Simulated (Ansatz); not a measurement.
# ZnRe2 (I4/mmm) in Ansatz: further runs

One crystal, ZnRe2, is run at these levels: PBE; tasks: relaxation of the atoms.

Program: Ansatz 0.2.0. These are calculated values, not measurements. Logs are shortened: lines on timing, memory, paths and dates and some standing lists are left out, and cuts for length are marked.

## (1) The cell of the first run

Symmetry: I4/mmm, No. 139, tetragonal system. Conventional cell: a = 4.095 Å, b = 4.095 Å, c = 5.559 Å, α = 90.00°, β = 90.00°, γ = 90.00°. Around Zn (site symmetry 4/mmm) lie 8 Re at 2.47 Å. Around Re (site symmetry -4m2) lie 4 Zn at 2.47 Å and 2 Re at 2.78 Å.

The cell was built by a generator and needn't be a form met in nature.

## (2) Relaxation of the atoms, PBE (strained by -4 %)

File input.yaml:

```yaml
crystal:
  lattice:
    - [0.0, 2.89556, 2.89556]
    - [2.7797376, 0.0, 2.89556]
    - [2.7797376, 2.89556, 0.0]
  atoms:
    - { symbol: Zn, position: [0.0, 0.0, 0.0] }
    - { symbol: Re, position: [0.75, 0.75, 0.75] }
    - { symbol: Re, position: [0.25, 0.25, 0.25] }
hamiltonian:
  xc: pbe
  pseudopotentials: { kind: paw }
kpoints:
  mp_grid: { grid: [8, 8, 8] }
scf:
  occupations: { method: fermi_dirac, width: 0.05 }
output:
  forces: true
  stress: true
  eigenvalues: true
relax:
  f_tol: 0.01
  max_steps: 40
```

Potentials or basis: Ansatz PAW.

Run with:

```
$ ansatz run input.yaml --threads 2 --pin off --max-ram 5632MiB --backend cpu --events-out ev --progress --plain --runs-dir out
```

Output:

```text
Warning: output.stress: scf.convergence.dr2_threshold = 1e-7 eV (the SCF's general default) is looser than the 3e-10 eV advised for a printed stress (1e-10 eV for each atom of the cell: 3). What an SCF threshold leaves in a stress goes as its square root, and in the free energy as the threshold itself, and one threshold admits the most on a small cell: of the crystals measured, under no hybrid functional and no lock of the moments, on runs that ended without the residual-converged pass, on stresses that held no estimate of that error, the worst erred by over 100 MPa in a component at 1e-7 eV an atom and by under 5 at 1e-10. Every solve of this run answers to scf.convergence.dr2_threshold, and the tensor of one is reported: a single SCF on the reported geometry and on this run's grids (its basis.xc_grid and basis.ecutrho_ratio typed), with scf.convergence.dr2_threshold at 3e-10 eV or tighter, prints it and tightens no other solve. Else set scf.convergence.dr2_threshold to 3e-10 eV or tighter. The threshold is an SCF's pass mark: one that does not reach it within its budget of iterations ends unconverged, or closes short of it on a stop that the run arms, and scf.convergence.dr2_threshold's page says what that costs each kind of run
Warning: RAYON_NUM_THREADS=2 ignored (pool sized by the plan → 2); use --threads N
Engine: ansatz 0.2.0, aarch64-unknown-linux-gnu
Pseudopotentials: kind: paw
Pseudopotential: Zn, paw, valence charge 12, recommended cutoff 420 eV (normal), Zn.paw.azcp
Pseudopotential: Re, paw, valence charge 15, recommended cutoff 420 eV (normal), Re.paw.azcp
Functional definition: PBE
  parameter kappa = 0.804
  parameter beta = 0.06672455060314922
  exchange = pbe_x(kappa = kappa, mu = beta*pi^2/3)
  correlation = pbe_c(beta = beta)
Crystal: 3 atoms, lattice volume = 46.612 Å³
Basis set: ecut = 420 eV, 925 PW (Γ), exchange–correlation on 60×54×54 points (8 copies of the dense FFT grid, shifted against one another)
Bands: 26, of which v1, the nominal top of the filled ones, is band 21 counted from 1 (20 counted from 0)
Symmetry: 16 space group operations
Space group: I4/mmm (ITA 139), of the structure as read, at distance tolerance 3.6e-5 Å
k-points: 59 of 512
Non-local potential: Zn, projectors of the file, l = 0: 2, l = 1: 2, l = 2: 3, l = 3: 1
Non-local potential: Re, projectors of the file, l = 0: 3, l = 1: 2, l = 2: 2, l = 3: 1
PAW form: soft (Blöchl's): semilocal exchange-correlation on the pseudo side does not see the compensation charge
PAW one-centre angular grid: Zn, 590 points (default); XC on 64 Gauss nodes
PAW one-centre angular grid: Re, 590 points (default); XC on 64 Gauss nodes
Initial density: superposition of atomic densities (neutral atoms: chi_scale 0, normalization atom), corrected by the library's trained network
Initial wavefunctions: pseudopotential atomic-orbital guess
Functional: x = pbe(κ = 0.804, μ = 0.2195149727645171), c = pbe(β = 0.06672455060314922)
SCF iter   1: F=—  HF=-25051.313998 eV  |F-HF|=—  |Δ(HF+E_count)|=         —  Δρ=7.13e-3  dr2=2.60e-2  ethr=1.77e-3  ⟨swp⟩=5.9  Hψ=6237  notcnv=0
preconditioner: auto → Kerker (q_TF=auto, 2.681 Å⁻¹)  [metal: Δε(μ)=0.022 eV  Ē_g=7.247 eV  σ=0.050 eV  W_gap=0.11  n_scr=14 (ndim 8)  ℏωp=27.7 eV  f_vac=0.000  D(μ)=2.75/eV (n_scr^D=26)]
SCF iter   2: F=—  HF=-25051.309441 eV  |F-HF|=—  |Δ(HF+E_count)|=   4.56e-3  Δρ=4.32e-3  dr2=1.06e-2  ethr=6.19e-5  ⟨swp⟩=1.4  Hψ=2051  notcnv=0
SCF iter   3: F=—  HF=-25051.306335 eV  |F-HF|=—  |Δ(HF+E_count)|=   3.11e-3  Δρ=7.58e-4  dr2=3.44e-4  ethr=2.54e-5  ⟨swp⟩=2.0  Hψ=2204  notcnv=0
SCF iter   4: F=—  HF=-25051.306272 eV  |F-HF|=—  |Δ(HF+E_count)|=   6.35e-5  Δρ=6.35e-4  dr2=1.86e-4  ethr=8.20e-7  ⟨swp⟩=2.0  Hψ=2290  notcnv=0
SCF iter   5: F=—  HF=-25051.306200 eV  |F-HF|=—  |Δ(HF+E_count)|=   7.19e-5  Δρ=1.77e-4  dr2=1.86e-5  ethr=4.42e-7  ⟨swp⟩=2.0  Hψ=2202  notcnv=0
SCF iter   6: F=—  HF=-25051.306193 eV  |F-HF|=—  |Δ(HF+E_count)|=   7.15e-6  Δρ=8.10e-5  dr2=3.32e-6  ethr=4.42e-8  ⟨swp⟩=2.0  Hψ=2273  notcnv=0
SCF iter   7: F=—  HF=-25051.306193 eV  |F-HF|=—  |Δ(HF+E_count)|=   1.12e-7  Δρ=1.56e-5  dr2=1.43e-7  ethr=7.90e-9  ⟨swp⟩=2.0  Hψ=2144  notcnv=0
SCF iter   8: F=-25051.306193 eV  HF=-25051.306193 eV  |F-HF|=8.44e-10  |Δ(HF+E_count)|=   4.16e-8  Δρ=2.80e-6  dr2=2.75e-9  ethr=2.38e-10  ⟨swp⟩=4.9  Hψ=5229  notcnv=0
SCF 1 converged in 8 iterations: F = -25051.306193 eV  dr2 = 2.75e-9
relax step   1: F+E_penalty+E_count = -25051.30619283 eV  Δ(F+E_penalty+E_count) = +0.000e0 eV  max|allowed force component| = 1.087e-16 eV/Å  Δτ_max = 0.0000 Å  (8 SCF iters, accepted)
SCF converged after 8 iterations
Free energy (F): -25051.306193 eV
Harris-Foulkes:  -25051.306193 eV  (|F-HF|=8.44e-10)
Internal energy: -25051.282658 eV  (E = F + TS)
E sigma→0 (E₀):  -25051.294426 eV
Entropy (-TS):   -0.023534 eV (-7.845 meV/atom)
Fermi energy:    18.533930 eV
--- Per-component energies (eV) ---
  E_band       = -175.352192
  E_kinetic    = 1211.146873
  E_local      = -3452.802415  (includes V_loc(G=0)·N_el)
  E_nonlocal   = 705.799919
  E_hartree    = 1343.170894
  E_xc         = -945.382488
  E_vxc        = -660.587668  (∫ρ·V_xc dr)
  E_paw        = -19135.746274  (= ΣΔE_a)
  E_vpaw       = -665.250700  (= ΣTr[D̂ρ^β])
  E_aug_tail   = -0.000479  (compensation charges beyond the density's cutoff)
  E_ewald      = -4777.468689
  E_smearing   = -0.023534  (= −TS)
  E_closure    = -0.000000  (closes the sum)
  Σ components = -25051.306193   (vs F -25051.306193, Δ=0.00e0)
--- Forces (eV/Å), atoms counted from 1 ---
  atom   1  Zn     0.00000000    -0.00000000     0.00000000
  atom   2  Re    -0.00000000    -0.00000000     0.00000000
  atom   3  Re     0.00000000     0.00000000    -0.00000000
  max |Σ_I F_I| component: 2.78e-17 eV/Å
--- Stress (GPa, compression-positive) ---
        1.808970       0.000000      -0.000000
        0.000000      13.512556       0.000000
       -0.000000       0.000000      13.512556
  P = ⅓ Tr σ = 9.6114 GPa (96.114 kbar)
--- Band table (eV; the first three rows and the last of 59) ---
  k-point 0: bands = ["-61.5426", "-61.4692", "-23.6781", "-23.5429", "-23.5429", "-23.2525", "-23.2525", "-23.1753", "8.5955", "10.4341", "10.4937", "10.6329", "10.6596", "10.6596", "13.8327", "13.8327", "14.1765", "14.9234", "15.1584", "20.2693", "20.5602", "20.5602", "22.0882", "22.5468", "24.2284", "26.0964"]
  k-point 1: bands = ["-61.5397", "-61.4720", "-23.6605", "-23.5332", "-23.5325", "-23.2659", "-23.2644", "-23.1964", "8.8711", "10.4720", "10.5268", "10.6073", "10.6328", "10.6468", "13.8800", "14.0020", "14.2783", "15.0711", "15.2710", "19.9312", "20.2380", "20.3019", "21.3719", "21.6810", "24.3639", "24.7614"]
  k-point 2: bands = ["-61.5317", "-61.4798", "-23.6098", "-23.5054", "-23.5028", "-23.3029", "-23.2977", "-23.2552", "9.6295", "10.5556", "10.5630", "10.5890", "10.6161", "10.6167", "13.8788", "14.4677", "14.6643", "15.5222", "15.6324", "18.9947", "19.5651", "19.5950", "20.0072", "20.1374", "21.7081", "26.0662"]
  k-point 58: bands = ["-61.5055", "-61.5055", "-23.6261", "-23.6178", "-23.4375", "-23.4375", "-23.1946", "-23.1897", "10.3383", "10.3383", "10.5264", "10.6253", "10.7727", "12.3075", "14.0470", "14.0470", "15.4274", "16.4619", "16.4619", "18.2285", "18.2285", "18.2715", "19.2125", "19.5729", "19.7542", "22.7899"]
--- Relaxed structure (1 steps of the walk, 1 accepted, 0 SCFs on fresh bases) ---
  F+E_penalty+E_count = -25051.30619283 eV   max|allowed force component| = 1.087e-16 eV/Å
  atoms:
    - { symbol: Zn, position: [0.0, 0.0, 0.0] }
    - { symbol: Re, position: [0.7500000000000004, 0.75, 0.75] }
    - { symbol: Re, position: [0.2500000000000001, 0.25, 0.24999999999999994] }
```

It took 2.6 s on 2 threads of Arm Neoverse V1, shared host; peak memory 0.37 GiB.

Results:

```yaml
Free_energy: -25051.3062 eV
Pressure_after_relaxing: 9.6 GPa
Band_gap_on_the_k_mesh: none (metal or under the smearing width)
```

Final structure:
```
CELL_PARAMETERS angstrom
0.00000 2.89556 2.89556
2.77974 0.00000 2.89556
2.77974 2.89556 0.00000
ATOMIC_POSITIONS crystal
Zn 0.00000 0.00000 0.00000
Re 0.75000 0.75000 0.75000
Re 0.25000 0.25000 0.25000
```

Levels at points of the mesh, in eV from the Fermi level:
| k point | band 18 | band 19 | band 20 | band 21 | band 22 | band 23 | band 24 | band 25 |
| --- | --- | --- | --- | --- | --- | --- | --- | --- |
| (0.00, 0.00, 0.00) | -3.61 | -3.38 | 1.74 | 2.03 | 2.03 | 3.55 | 4.01 | 5.69 |
| (0.00, 0.00, -0.50) | -1.64 | -1.56 | -0.92 | -0.80 | -0.79 | -0.26 | -0.25 | 0.23 |
| (0.00, -0.50, -0.50) | -1.97 | -1.56 | -1.56 | 0.57 | 0.57 | 1.05 | 1.05 | 1.77 |
| (-0.50, 0.00, -0.50) | -2.33 | -1.38 | -0.86 | -0.01 | 0.32 | 1.42 | 1.46 | 2.02 |

Caveat: the relaxation stopped at its first step, so nothing moved; the thresholds are loose for stress.

## (3) Relaxation of the atoms, PBE (strained by -2 %)

input.yaml, as its differences from that of step 2:

```diff
@@ -3,4 +3,4 @@
     - [0.0, 2.89556, 2.89556]
-    - [2.7797376, 0.0, 2.89556]
-    - [2.7797376, 2.89556, 0.0]
+    - [2.8376488, 0.0, 2.89556]
+    - [2.8376488, 2.89556, 0.0]
   atoms:
```

Potentials or basis: Ansatz PAW.

Run with:

```
$ ansatz run input.yaml --threads 2 --pin off --max-ram 5632MiB --backend cpu --events-out ev --progress --plain --runs-dir out
```

Wall time 2.6 s (2 threads of Arm Neoverse V1, shared host); peak memory 0.38 GiB.

Results (log left out):

- Free energy: -25051.3116 eV
- Pressure after relaxing: 4.5 GPa
- Band gap on the k mesh: none (metal or under the smearing width)

Stress tensor (GPa, compression positive):
```
0.34 0.00 0.00
0.00 6.60 0.00
0.00 0.00 6.60
```

Final structure:
```xyz
3
Lattice="0.0000 2.8956 2.8956 2.8376 0.0000 2.8956 2.8376 2.8956 0.0000" Properties=species:S:1:pos:R:3 pbc="T T T"
Zn    0.0000    0.0000    0.0000
Re    4.2565    4.3433    4.3433
Re    1.4188    1.4478    1.4478
```

Levels at points of the mesh, in eV from the Fermi level:
| k point | band 17 | band 18 | band 19 | band 20 | band 21 | band 22 | band 23 | band 24 | band 25 | band 26 |
| --- | --- | --- | --- | --- | --- | --- | --- | --- | --- | --- |
| (0.00, 0.00, 0.00) | -4.33 | -3.44 | -3.33 | 1.79 | 1.92 | 1.92 | 3.57 | 3.80 | 5.67 | 7.45 |
| (0.00, 0.00, -0.50) | -2.85 | -1.55 | -1.52 | -0.83 | -0.77 | -0.76 | -0.23 | -0.23 | 0.22 | 8.92 |
| (0.00, -0.50, -0.50) | -2.90 | -2.03 | -1.36 | -1.36 | 0.43 | 0.43 | 1.19 | 1.19 | 1.81 | 3.38 |
| (-0.50, 0.00, -0.50) | -2.63 | -2.20 | -1.27 | -1.02 | 0.15 | 0.31 | 1.37 | 1.38 | 1.92 | 3.58 |

Caveat: the relaxation stopped at its first step, so nothing moved; the thresholds are loose for stress. Spin-orbit coupling is left out, which matters for the levels of Re.
